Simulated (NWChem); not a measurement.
# BSiCl2F3 (SMILES F[Si](F)(F)B(Cl)Cl) at 4 levels

Wanted: a comparison of 4 runs (HF/STO-3G, HF/3-21G, B3LYP/6-31G*) of BSiCl2F3. 

Program for the calculation: NWChem 7.3.0.

## Step 1: The molecule

BSiCl2F3 has 7 atoms, charge 0, and is taken as a singlet. As SMILES, `F[Si](F)(F)B(Cl)Cl`. The coordinates come from a PBE0-D4/def2-TZVP relaxation.

Bond lengths: F1–Si2 1.577 Å, Si2–F3 1.578 Å, Si2–F4 1.578 Å, Si2–B5 2.010 Å, B5–Cl6 1.732 Å, B5–Cl7 1.734 Å. Angles: F1–Si2–F3 107.5°, F1–Si2–F4 107.5°, F1–Si2–B5 112.4°, F3–Si2–F4 107.6°, F3–Si2–B5 110.8°, F4–Si2–B5 110.8°, Si2–B5–Cl6 120.9°, Si2–B5–Cl7 118.7°, Cl6–B5–Cl7 120.3°.

## Step 2: Energy and gradient at HF/STO-3G (run 1)

File m1.nw:

```
START m1
memory total 2200 mb

GEOMETRY units angstrom noautosym nocenter noautoz
  F       -0.114000      -1.091400       1.756700
  Si       0.185100      -0.818500       0.232700
  F       -0.671100      -1.842800      -0.609200
  F        1.708200      -1.148400      -0.017900
  B       -0.232900       1.072700      -0.304800
  Cl      -0.847000       2.210600       0.847700
  Cl       0.033000       1.550000      -1.950900
END

BASIS spherical bse
  * library STO-3G
END

SCF
  thresh 1e-08
  maxiter 80
  print medium
END

TASK scf gradient
```

Launch:

```
$ nwchem m1.nw > m1.out
```

What it wrote:

```text
[...]
  functions       =    47
[...]
  wavefunction    = RHF
[...]
         Total SCF energy =  -1513.398770357308
      One-electron energy =  -3147.318812446386
      Two-electron energy =   1111.681068918493
 Nuclear repulsion energy =    522.238973170584
        Time for solution =      6.8s
[...]
                         RHF ENERGY GRADIENTS
    atom               coordinates                        gradient
                 x          y          z           x          y          z
   1 F      -0.215429  -2.062447   3.319682    0.003208   0.003325  -0.016801
   2 Si      0.349788  -1.546741   0.439739    0.005445  -0.024592   0.006561
   3 F      -1.268195  -3.482387  -1.151221    0.009350   0.012070   0.008954
   4 F       3.228030  -2.170161  -0.033826   -0.016880   0.004373   0.002395
   5 B      -0.440117   2.027109  -0.575988   -0.007581   0.034093  -0.009469
   6 Cl     -1.600598   4.177428   1.601921    0.009647  -0.019220  -0.016507
   7 Cl      0.062361   2.929075  -3.686666   -0.003189  -0.010049   0.024867
[...]
```

It took 10 s on 1 thread of Intel Xeon Platinum 8175M at 2.50GHz (Skylake/Cascade Lake), shared host; peak memory 0.099 GiB.

## Step 3: Energy and gradient at HF/3-21G (run 2)

File bcl2f3si.nw:

```
start bcl2f3si
memory total 2200 mb
charge 0

geometry noautosym nocenter noautoz
   F       -0.114000      -1.091400       1.756700
   Si       0.185100      -0.818500       0.232700
   F       -0.671100      -1.842800      -0.609200
   F        1.708200      -1.148400      -0.017900
   B       -0.232900       1.072700      -0.304800
   Cl      -0.847000       2.210600       0.847700
   Cl       0.033000       1.550000      -1.950900
end

basis spherical bse
   * library 3-21G
end

scf
   nopen 0
   rhf
   thresh 1e-08
   maxiter 80
end

task scf gradient
```

Launch:

```
$ nwchem bcl2f3si.nw > bcl2f3si.out
```

What it wrote:

```text
[...]
  functions       =    75
[...]
  wavefunction    = RHF
[...]
         Total SCF energy =  -1523.512700228136
      One-electron energy =  -3152.880656239450
      Two-electron energy =   1107.128982840730
 Nuclear repulsion energy =    522.238973170584
        Time for solution =     10.2s
[...]
                         RHF ENERGY GRADIENTS
    atom               coordinates                        gradient
                 x          y          z           x          y          z
   1 F      -0.215429  -2.062447   3.319682    0.004454   0.004152  -0.022786
   2 Si      0.349788  -1.546741   0.439739    0.007122  -0.034254   0.011066
   3 F      -1.268195  -3.482387  -1.151221    0.011925   0.017547   0.011984
   4 F       3.228030  -2.170161  -0.033826   -0.022885   0.007352   0.003284
   5 B      -0.440117   2.027109  -0.575988   -0.003920   0.020683  -0.008379
   6 Cl     -1.600598   4.177428   1.601921    0.006682  -0.011707  -0.013352
   7 Cl      0.062361   2.929075  -3.686666   -0.003378  -0.003773   0.018183
[...]
```

Wall time 14 s (1 thread of Intel Xeon Platinum 8175M at 2.50GHz (Skylake/Cascade Lake), shared host); peak memory 0.099 GiB.

Run 3 isn't shown in full; the table further down has it.

## Step 4: Energy and gradient at B3LYP/6-31G(d) (Cartesian functions) (run 4)

File bcl2f3si.xyz:

```xyz
7

F     -0.114000    -1.091400     1.756700
Si     0.185100    -0.818500     0.232700
F     -0.671100    -1.842800    -0.609200
F      1.708200    -1.148400    -0.017900
B     -0.232900     1.072700    -0.304800
Cl    -0.847000     2.210600     0.847700
Cl     0.033000     1.550000    -1.950900
```

File bcl2f3si.nw:

```
start bcl2f3si
memory total 2200 mb

geometry units angstroms noautosym nocenter noautoz
 load format xyz bcl2f3si.xyz
end

basis cartesian
 * library 6-31G*
end

dft
 xc b3lyp
 grid fine
 convergence energy 1e-08
 maxiter 100
 mulliken
 noprint "final vectors analysis"
end

task dft gradient
```

Launch:

```
$ nwchem bcl2f3si.nw > bcl2f3si.out
```

What it wrote:

```text
[...]
          Wavefunction type:  closed shell.
          No. of atoms     :     7
          No. of electrons :    80
[...]
          Charge           :     0
          Spin multiplicity:     1
[...]
          AO basis - number of functions:   117
[...]
              XC Information
              --------------
                         B3LYP Method XC Potential
                     Hartree-Fock (Exact) Exchange  0.200
                        Slater Exchange Functional  0.800 local
                    Becke 1988 Exchange Functional  0.720 non-local
              Lee-Yang-Parr Correlation Functional  0.810
                  VWN I RPA Correlation Functional  0.190 local
[...]
 d= 0,ls=0.0,diis     1  -1534.3564011268 -2.06D+03  1.92D-02  1.67D+00     7.4
[...]
 d= 0,ls=0.0,diis    10  -1534.5286537667 -7.88D-10  1.52D-07  4.11D-10    57.2
         Total DFT energy =    -1534.528653766738
      One electron energy =    -3164.079689972624
           Coulomb energy =     1220.458058938831
    Exchange-Corr. energy =     -113.145995903530
 Nuclear repulsion energy =      522.238973170585
[...]
      Total Density - Mulliken Population Analysis
     ---------------------------------------------
    Atom       Charge   Shell Charges
 -----------   ------   -------------------------------------------------------
    1 F    9     9.34   1.99  0.96  3.33  0.91  2.08  0.08
    2 Si  14    12.85   2.00  1.99  5.96  0.95  1.37  0.02  0.26  0.29
    3 F    9     9.34   1.99  0.96  3.33  0.91  2.08  0.08
    4 F    9     9.34   1.99  0.96  3.33  0.91  2.08  0.08
    5 B    5     5.07   1.99  0.58  1.40  0.50  0.50  0.10
    6 Cl  17    17.03   2.00  1.99  5.97  1.46  3.64  0.53  1.46 -0.02
    7 Cl  17    17.03   2.00  1.99  5.97  1.46  3.64  0.53  1.46 -0.02
[...]
  wavefunction    = closed shell
                         DFT ENERGY GRADIENTS
    atom               coordinates                        gradient
                 x          y          z           x          y          z
   1 F      -0.215429  -2.062447   3.319682    0.003041   0.001510  -0.014000
   2 Si      0.349788  -1.546741   0.439739    0.002317  -0.010987   0.003228
   3 F      -1.268195  -3.482387  -1.151221    0.008172   0.008961   0.007975
   4 F       3.228030  -2.170161  -0.033826   -0.014010   0.002450   0.002426
   5 B      -0.440117   2.027109  -0.575988   -0.001422   0.006743  -0.002141
   6 Cl     -1.600598   4.177428   1.601921    0.003307  -0.006036  -0.006323
   7 Cl      0.062361   2.929075  -3.686666   -0.001405  -0.002642   0.008836
[...]
```

Run time: 85 s. Hardware: 1 thread of Intel Xeon Platinum 8175M at 2.50GHz (Skylake/Cascade Lake), shared host; peak memory 0.13 GiB.

## Step 5: Overview of the runs

```
run                               level  iteration cap  module   energy (Eh)  dipole moment (D)  largest force (eV/Å)  wall time
  1                           HF/STO-3G             80     scf  -1513.398770               0.25                 1.861       10 s
  2                            HF/3-21G             80     scf  -1523.512700               1.42                 1.887       14 s
  3  B3LYP/6-31G* (spherical functions)            100     dft  -1534.515458                  –                 0.804       83 s
  4  B3LYP/6-31G* (Cartesian functions)            100     dft  -1534.528654               1.39                 0.746       85 s
```

## Step 6: Outcome

| quantity | value |
| --- | --- |
| run 4: total energy | -1534.52865 Eh |
| run 4: dipole moment | 1.39 D |
| run 4: largest force on an atom | 0.746 eV/Å |

In words: Over runs 1, 2, 4 the dipole moment (its size) runs from 0.25 D (HF/STO-3G) to 1.42 D (HF/3-21G). The two dipoles point in opposite directions. In run 1 the basis is minimal, so the values are rough. All runs together took 3.2 min, the longest 85 s.
